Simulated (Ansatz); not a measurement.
# MgCd3Te4: the cost of one run

Method: DFT PBE, scalar-relativistic, plane waves, PAW, in Ansatz 0.2.0.

1 further run of the same task is left out (it didn't finish).

## (1) The system as given

The structure is tetragonal, space group P-4m2 (No. 115). The conventional cell has a = 4.315 Å, b = 4.315 Å, c = 12.205 Å, α = 90.00°, β = 90.00°, γ = 90.00°. Around Mg (site symmetry -4m2) lie 4 Te at 2.64 Å. Cd (site symmetry 2mm) is surrounded by 4 Te at 2.64 Å. Around Cd (site symmetry -4m2) lie 4 Te at 2.64 Å. Around Te (site symmetry 2mm) lie 2 Mg at 2.64 Å and 2 Cd at 2.64 Å. Te (site symmetry 2mm) has 4 Cd at 2.64 Å as nearest neighbours.

As a file:

```
CELL_PARAMETERS angstrom
4.31514 0.00000 0.00000
0.00000 4.31514 0.00000
0.00000 0.00000 12.20505
ATOMIC_POSITIONS crystal
Mg 0.00000 0.00000 0.00000
Cd 0.50000 0.50000 0.25000
Cd 0.00000 0.00000 0.50000
Cd 0.50000 0.50000 0.75000
Te 0.50000 0.00000 0.12500
Te 0.00000 0.50000 0.37500
Te 0.50000 0.00000 0.62500
Te 0.00000 0.50000 0.87500
```

The start is an ordering of an alloy on its end members' structure types: elements ordered on the sites of the MgTe type, Cd/Mg on Mg (P-4m2, No. 115).

## (2) The guess as it stands, on a coarse mesh

Input file input.yaml:

```yaml
crystal:
  lattice:
    - [4.31513795, 0.0, 0.0]
    - [0.0, 4.31513795, 0.0]
    - [0.0, 0.0, 12.20505323]
  atoms:
    - { symbol: Mg, position: [0.0, 0.0, 0.0] }
    - { symbol: Cd, position: [0.5, 0.5, 0.25] }
    - { symbol: Cd, position: [0.0, 0.0, 0.5] }
    - { symbol: Cd, position: [0.5, 0.5, 0.75] }
    - { symbol: Te, position: [0.5, 0.0, 0.125] }
    - { symbol: Te, position: [0.0, 0.5, 0.375] }
    - { symbol: Te, position: [0.5, 0.0, 0.625] }
    - { symbol: Te, position: [0.0, 0.5, 0.875] }
basis:
  ecutwfc: 420
kpoints:
  mp_grid: { grid: [4, 4, 2] }
hamiltonian:
  xc: pbe
scf:
  occupations: { method: gaussian, width: 0.1 }
  lower_state_search: "off"
output:
  forces: true
  stress: true
  eigenvalues: true
```

Command:

```console
$ ansatz run input.yaml --threads 1 --pin off --max-ram 2560MiB --backend cpu --events-out ev --progress --plain --runs-dir out
```

What time and memory should one allow on 1 thread of Intel Xeon Platinum 8375C at 2.90GHz (Ice Lake), shared host?

About 12 s, with a peak of 0.57 GiB.
